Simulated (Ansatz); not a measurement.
# C₂H₆NSbZn: how energies converge with the basis set

The task here is to estimate one member of a computed series from the others.

Computed with Ansatz 0.2.0, Gaussian basis. Level: one geometry, several basis sets.

Plan: PBE0-D4/def2-SVP; ωB97M-V/def2-SVP; PBE0-D4/def2-QZVPP; ωB97M-V/def2-QZVPP; the functionals' def2-TZVPP values are taken from earlier runs.

## The relaxed structure

The geometry comes from an earlier relaxation with PBE0-D4 in a triple-zeta def2 set; it is a stationary point, not always the lowest conformer. Sb takes the def2 core potential; no spin-orbit term is included.

11 atoms, charge 0, spin multiplicity 1.

Atoms are counted from 1 here; the program's logs count them from 0.

Bond lengths: N1–Zn2 1.814 Å, N1–H6 1.009 Å, N1–H7 1.009 Å, Zn2–C3 1.905 Å, C3–C4 1.455 Å, C3–Sb5 2.260 Å, C3–H8 1.088 Å, C4–Sb5 2.207 Å, C4–H9 1.086 Å, C4–H10 1.083 Å, Sb5–H11 1.721 Å. Angles: Zn2–N1–H6 119.4°, Zn2–N1–H7 119.2°, H6–N1–H7 108.8°, N1–Zn2–C3 176.9°, Zn2–C3–C4 126.5°, Zn2–C3–Sb5 102.7°, Zn2–C3–H8 118.1°, C4–C3–Sb5 69.0°, C4–C3–H8 114.9°, Sb5–C3–H8 105.5°, C3–C4–Sb5 73.0°, C3–C4–H9 118.7°, C3–C4–H10 120.1°, Sb5–C4–H9 111.2°, Sb5–C4–H10 112.0°, H9–C4–H10 114.1°, C3–Sb5–C4 38.0°, C3–Sb5–H11 91.5° and more.

Set-up of the first run:

The input, in.yaml:

```yaml
crystal:
  periodic: [false, false, false]
  atoms:
    - {symbol: N, position_ang: [-1.586447, 2.006953, 1.115979]}
    - {symbol: Zn, position_ang: [-0.707472, 0.850301, 0.029855]}
    - {symbol: C, position_ang: [0.293131, -0.365551, -1.041792]}
    - {symbol: C, position_ang: [1.606850, -0.910119, -0.735140]}
    - {symbol: Sb, position_ang: [0.117282, -2.302659, 0.109870]}
    - {symbol: H, position_ang: [-1.804294, 2.932940, 0.780432]}
    - {symbol: H, position_ang: [-2.361139, 1.671545, 1.668286]}
    - {symbol: H, position_ang: [-0.073081, -0.587352, -2.042056]}
    - {symbol: H, position_ang: [2.175853, -1.380596, -1.531430]}
    - {symbol: H, position_ang: [2.217389, -0.453319, 0.034431]}
    - {symbol: H, position_ang: [0.121918, -1.462133, 1.611574]}
basis:
  gaussian: {orbitals: def2-SVP}
hamiltonian: {xc: pbe0, dispersion: d4}
output: {orbitals: {seedname: orbitals}}
```

The run is started by

```
> ansatz run in.yaml --threads 2 --pin off --events-out ev --progress --plain --max-ram 32768MiB --backend cpu
```

Among the steps run: PBE0-D4 in def2-SVP; ωB97M-V in def2-SVP; PBE0-D4 in def2-QZVPP; ωB97M-V in def2-QZVPP.

One of the session's tables, all rows but one given; the rest of the session is left out.

It belongs to the step «Density functionals: the series». 

| functional | basis | HOMO (eV) |
| --- | --- | --- |
| PBE0-D4 | def2-SVP | -5.93 |
| PBE0-D4 | def2-TZVPP | -6.02 |
| PBE0-D4 | def2-QZVPP | -6.03 |
| ωB97M-V | def2-SVP | -7.83 |
| ωB97M-V | def2-TZVPP | ? |
| ωB97M-V | def2-QZVPP | -7.94 |

Q: Estimate the row for ωB97M-V, def2-TZVPP from the others.

**Answer.** HOMO (eV): -7.93. In the column «HOMO (eV)» it lies between ωB97M-V, def2-QZVPP (-7.94) and ωB97M-V, def2-SVP (-7.83).
